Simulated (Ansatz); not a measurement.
# C₄H₆BClO₂: a ladder of functionals and wavefunction methods

One table from this session's results is given with a row withheld; the runs are named, their logs left out.

Method: functionals in def2-TZVPP, the program's frozen cores in correlated methods; program: Ansatz 0.2.0, Gaussian basis.

The runs, in order: LDA (SPW92), PBE-D4, revPBE-D4, BLYP-D4, r2SCAN-D4, B97M-V, PBE0-D4, B3LYP-D4, r2SCANh-D4, r2SCAN0-D4, HSE06-D4, BHLYP-D4, CAM-B3LYP-D4, LC-ωPBE, ωB97X-V, ωB97M-V, B2PLYP, PBE-QIDH; CCSD(T)/def2-SVP; MP2/def2-TZVPP; MP2/def2-QZVPP; RPA on PBE.

### The geometry

An earlier PBE0-D4 in a triple-zeta def2 set relaxation fixed the geometry.

SMILES `C[B-]1(Cl)OC=CC=[O+]1`, 14 atoms, charge 0, spin multiplicity 1.

Atoms are counted from 1 here; the program's logs count them from 0.

Bond lengths: C1–B2 1.575 Å, C1–H9 1.092 Å, C1–H10 1.095 Å, C1–H11 1.092 Å, B2–Cl3 1.856 Å, B2–O4 1.523 Å, B2–O8 1.522 Å, O4–C5 1.271 Å, C5–C6 1.384 Å, C5–H12 1.090 Å, C6–C7 1.384 Å, C6–H13 1.079 Å, C7–O8 1.271 Å, C7–H14 1.090 Å. Angles: B2–C1–H9 110.8°, B2–C1–H10 111.6°, B2–C1–H11 110.8°, H9–C1–H10 108.0°, H9–C1–H11 107.6°, H10–C1–H11 108.0°, C1–B2–Cl3 114.9°, C1–B2–O4 111.0°, C1–B2–O8 111.0°, Cl3–B2–O4 106.2°, Cl3–B2–O8 106.2°, O4–B2–O8 107.1°, B2–O4–C5 120.6°, O4–C5–C6 123.7°, O4–C5–H12 115.1°, C6–C5–H12 121.1°, C5–C6–C7 116.5°, C5–C6–H13 121.4° and more.

The first run:

File in.yaml:

```yaml
crystal:
  periodic: [false, false, false]
  atoms:
    - {symbol: C, position_ang: [-0.706132, -2.063351, 0.377355]}
    - {symbol: B, position_ang: [0.113869, -0.835334, -0.169273]}
    - {symbol: Cl, position_ang: [1.495800, -1.273324, -1.327428]}
    - {symbol: O, position_ang: [-0.788281, 0.128051, -0.928435]}
    - {symbol: C, position_ang: [-0.525158, 1.370931, -0.961350]}
    - {symbol: C, position_ang: [0.414035, 1.977954, -0.146364]}
    - {symbol: C, position_ang: [0.949704, 1.198717, 0.863809]}
    - {symbol: O, position_ang: [0.747212, -0.051304, 0.971795]}
    - {symbol: H, position_ang: [-0.056484, -2.750820, 0.923475]}
    - {symbol: H, position_ang: [-1.506138, -1.745575, 1.053765]}
    - {symbol: H, position_ang: [-1.161122, -2.621740, -0.443671]}
    - {symbol: H, position_ang: [-1.134563, 1.955151, -1.651105]}
    - {symbol: H, position_ang: [0.600495, 3.039213, -0.196934]}
    - {symbol: H, position_ang: [1.543762, 1.642230, 1.663062]}
basis:
  gaussian: {orbitals: def2-TZVPP}
hamiltonian: {xc: lda}
output: {orbitals: {seedname: orbitals}}
```

Started as:

```console
> ansatz run in.yaml --threads 4 --pin off --events-out ev --progress --plain --max-ram 11315MiB
```

Steps of the session up to this table: LDA; PBE-D4 (GGA); revPBE-D4 (GGA); BLYP-D4 (GGA); r2SCAN-D4 (meta-GGA); B97M-V (meta-GGA); PBE0-D4 (hybrid); B3LYP-D4 (hybrid); r2SCANh-D4 (hybrid); r2SCAN0-D4 (hybrid); HSE06-D4 (hybrid); BHLYP-D4 (hybrid); CAM-B3LYP-D4 (range-separated); LC-ωPBE (range-separated); ωB97X-V (range-separated); ωB97M-V (range-separated); B2PLYP (double hybrid); PBE-QIDH (double hybrid).

One table of the session follows, with a row left open; its other results are not shown here.

It belongs to the step «Frontier levels by functional». 

| functional | HOMO (eV) | LUMO (eV) | gap (eV) |
| --- | --- | --- | --- |
| LDA (SPW92) | -6.59 | -3.86 | 2.73 |
| PBE-D4 | -6.44 | -3.60 | 2.85 |
| revPBE-D4 | -6.38 | -3.50 | 2.88 |
| BLYP-D4 | -6.29 | -3.47 | 2.82 |
| r2SCAN-D4 | -6.74 | -3.50 | 3.24 |
| B97M-V | ? | ? | ? |
| PBE0-D4 | -7.73 | -2.72 | 5.01 |
| B3LYP-D4 | -7.49 | -2.94 | 4.55 |
| r2SCANh-D4 | -7.21 | -3.16 | 4.05 |
| r2SCAN0-D4 | -7.92 | -2.66 | 5.26 |
| HSE06-D4 | -7.33 | -3.10 | 4.23 |
| BHLYP-D4 | -8.85 | -1.68 | 7.17 |
| CAM-B3LYP-D4 | -9.06 | -1.61 | 7.44 |
| LC-ωPBE | -10.36 | -0.49 | 9.87 |
| ωB97X-V | -10.03 | -0.51 | 9.51 |
| ωB97M-V | -9.92 | -0.58 | 9.34 |

**Question.** Estimate the row for B97M-V.

As computed: HOMO (eV): -6.83; LUMO (eV): -3.41; gap (eV): 3.42. In the column «HOMO (eV)» it lies between r2SCANh-D4 (-7.21) and r2SCAN-D4 (-6.74).
